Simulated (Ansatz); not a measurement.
# ZnO: the cost of one run

Computed with Ansatz 0.2.0 (DFT LDA, scalar-relativistic, plane waves, PAW, unless a step's input says otherwise).

3 further runs of the same task are left out: 2 that didn't finish, 1 set aside as unsound or not needed.

**1. The starting structure**

Symmetry: P6_3mc, No. 186, hexagonal system. Conventional cell: a = 3.187 Å, b = 3.187 Å, c = 5.153 Å, α = 90.00°, β = 90.00°, γ = 120.00°. Around Zn (site symmetry 3m) lie 4 O at 1.94 to 1.95 Å. Around O (site symmetry 3m) lie 4 Zn at 1.94 to 1.95 Å.

Coordinates:

```cif
data_structure
_symmetry_space_group_name_H-M 'P6_3mc'
_symmetry_Int_Tables_number 186
_cell_length_a 3.1869
_cell_length_b 3.1869
_cell_length_c 5.1526
_cell_angle_alpha 90.000
_cell_angle_beta 90.000
_cell_angle_gamma 120.000
_cell_volume 45.32
loop_
_atom_site_label
_atom_site_type_symbol
_atom_site_symmetry_multiplicity
_atom_site_Wyckoff_symbol
_atom_site_fract_x
_atom_site_fract_y
_atom_site_fract_z
_atom_site_occupancy
Zn1 Zn 2 b 0.33333 0.66667 0.00184 1
O1 O 2 b 0.33333 0.66667 0.38026 1
```

This cell was relaxed beforehand with the same method: volume 11.33 Å³/atom, gap on the mesh 0.80 eV.

**2. The cell under 7 GPa**

What is minimised here is the enthalpy; the energy can go up as the cell is squeezed.

input.yaml

```yaml
crystal:
  lattice:
    - [3.1869167187, 0.0, 0.0]
    - [-1.5934583594, 2.7599508382, 0.0]
    - [0.0, 0.0, 5.1526262537]
  atoms:
    - { symbol: Zn, position: [0.3333333333, 0.6666666667, 0.0018428872] }
    - { symbol: Zn, position: [0.6666666667, 0.3333333333, 0.5018428872] }
    - { symbol: O, position: [0.3333333333, 0.6666666667, 0.3802571128] }
    - { symbol: O, position: [0.6666666667, 0.3333333333, 0.8802571128] }
basis:
  ecutwfc: 420
kpoints:
  mp_grid: { grid: [12, 12, 6] }
hamiltonian:
  xc: lda
scf:
  occupations: { method: fixed }
output:
  forces: true
  stress: true
  eigenvalues: true
  write_density: true
  write_potential: true
  elf: true
  volumetric_format: npy
relax:
  adjacent_minimum: "off"
  f_tol: 0.001
  max_steps: 60
  cell: { stress_tol: 0.02, p_target: 7.0 }
```

The run is started by

```bash
$ ansatz run input.yaml --threads 1 --pin off --max-ram 3072MiB --backend cpu --events-out ev --progress --plain --runs-dir out
```

**Question.** How long does this run take on 1 thread of AMD EPYC 9R45 (Zen 5), shared host, and how much memory does it need?

About 21 s, with a peak of 0.43 GiB.
